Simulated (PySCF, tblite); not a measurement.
# C₄H₁₀Ge: geometry, infrared bands and NMR shifts

What infrared bands and NMR shifts should C₄H₁₀Ge (`C=CC[CH2][GeH3]`) show?

Programs: tblite 0.8.0 and PySCF 2.14.0, with density-fitted response routines of our own. Each step states its level of theory. These are calculated values for one molecule in the gas phase, unless marked as measured. Atoms count from 0, in the outputs and in this text.

**1. The molecule as given**

15 atoms, charge 0, multiplicity 1; geometry from: force field or distance geometry start.

Bonds of the start (Å): C0–C1 1.31, C1–C2 1.50, C2–C3 1.50, C3–Ge4 1.93, C0–H5 1.10, C0–H6 1.10, C1–H7 1.08, C2–H8 1.13, C2–H9 1.12, C3–H10 1.11, C3–H11 1.12, Ge4–H12 1.54, Ge4–H13 1.54, Ge4–H14 1.56.

**2. Relaxing the molecule with GFN2-xTB**

What the job is given:

```
{"job": {"kind": "relax", "xc": "GFN2-xTB", "basis": "xTB"}, "charge": 0, "multiplicity": 1}
C     -2.228600     0.716300     0.460800
C     -1.042300     0.643800    -0.099500
C     -0.512800    -0.723200    -0.415300
C      0.767200    -0.999300     0.314200
Ge     2.021300     0.359300    -0.250500
H     -2.662000     1.688800     0.717400
H     -2.813100    -0.194000     0.656600
H     -0.494700     1.557000    -0.266100
H     -0.330800    -0.731100    -1.529600
H     -1.303300    -1.489500    -0.199400
H      1.154100    -2.006800     0.035300
H      0.514500    -0.915700     1.397400
H      1.467300     1.717300     0.229300
H      3.458600     0.060400     0.225200
H      2.000200     0.324700    -1.814500
```

Command:

```console
> OMP_NUM_THREADS=1 python probes_run.py task.json out
```

The driver reads the jobs from task.json and runs them one after another.

**Question.** This job is followed by: GFN2-xTB harmonic vibrations, gas phase; GIAO PBE0/pcSseg-1 NMR shielding, non-relativistic, gas phase. Predict these results of the whole session: strongest single infrared mode (GFN2-xTB); zero-point energy (GFN2-xTB); ¹³C shifts against TMS (PBE0/pcSseg-1); ¹H shifts against TMS (PBE0/pcSseg-1, means over atoms taken as alike); ⁷³Ge shifts against GeMe4 (PBE0/pcSseg-1).

**Answer**, as computed:

```
                                                              quantity                                   value
                             strongest single infrared mode (GFN2-xTB)                   2065 cm⁻¹, 496 km/mol
                                          zero-point energy (GFN2-xTB)                           74.4 kcal/mol
                                ¹³C shifts against TMS (PBE0/pcSseg-1)            148.4, 120.4, 38.1, 13.8 ppm
¹H shifts against TMS (PBE0/pcSseg-1, means over atoms taken as alike)  6.26, 5.41, 5.24, 3.52, 2.39, 1.12 ppm
                             ⁷³Ge shifts against GeMe4 (PBE0/pcSseg-1)                                -239 ppm
```

The optimisation took 81 steps and gained 0.457 eV; among the close pairs (by a distance rule), Ge4–H14 changed most, from 1.565 to 1.497 Å. No mode is imaginary among the 39: a minimum at this level. GFN2-xTB is a fitted tight-binding method: band positions and strengths are rough. Its intensities can rank the bands wrongly. C1 (alkene CH) lies farthest downfield among carbon, at 148.4 ppm; an sp2 carbon of a C=C bond. The most deshielded hydrogen is H7 (hydrogen on an alkene CH), at 6.26 ppm: attached to an sp2 carbon and in the plane of the double bond. At PBE0/pcSseg-1: The widest tensor belongs to C1: span 246 ppm, with a paramagnetic part of -220 ppm. Spin-orbit coupling is left out, which matters for shieldings and couplings at and beside the heavy atoms.
